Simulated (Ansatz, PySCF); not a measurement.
## Er2O3 in two programs

Er2O3 (singlet in the valence; each metal's 4f electrons, 11 of them, lie in its core potential, out of spins and levels), relaxed with PySCF 2.14.0, RKS TPSS, Er lcecp-1-SVP with ECP57, O def2-SVP; non-relativistic Hamiltonian with scalar-relativistic core potentials where named; density fitting; no spin-orbit coupling:

```xyz
5

Er    0.0000    0.0000    1.3709
Er    0.0000    0.0000   -1.3709
O     1.5461    0.0000    0.0000
O    -0.7730    1.3389    0.0000
O    -0.7730   -1.3389    0.0000
```

There the HOMO–LUMO gap is 2.11 eV. The 4f levels lie in the core potential and are missing.

The same geometry by Ansatz 0.2.0 (PBE, PAW with the 4f shell of lanthanides and the 5f shell of actinides in the valence, a periodic box with 9 Å of vacuum; gaps over both spins; site moments in spheres, but by Gaussian weights under spin-orbit coupling, so that the two can't be compared; unpaired electrons at the start: 6, along z under spin-orbit coupling; the open shells may stand above their lowest state):

| spin-orbit coupling | U on f (eV) | gap (eV) | spin moment on Er1 (μB) | orbital moment of its f shell (μB) | largest force component (eV/Å) |
| --- | --- | --- | --- | --- | --- |
| without | 0 | 0.82 | 2.72 | – | 0.31 |
| without | 5 | 1.93 | 2.89 | – | 0.79 |

(1) What does the run with spin-orbit coupling and with U = 0 eV give?

Semilocal functionals tend to give orbital moments well under those of Hund's rules.

Without U the plane-wave gap ends on 4f levels, which the Gaussian run lacks; U moves filled and empty 4f levels apart, though the lowest empty ones can remain 4f.

The spin-orbit runs use fully relativistic datasets of their own, so changes of a few hundredths of an eV needn't come from the coupling.

No frequency check is given that shows the relaxed geometry to be a minimum. An lcecp potential fixes the number of 4f electrons, so in runs with it no electron can move into or out of that shell.

Results:

(1) gap (eV): 0.65, spin moment on Er1 (μB): 2.42, orbital moment of its f shell (μB): 2.61, largest force component (eV/Å): 0.34. It took 3.3 min on 2 threads of Arm Neoverse V1 (shared host), peak memory 2.7 GiB.
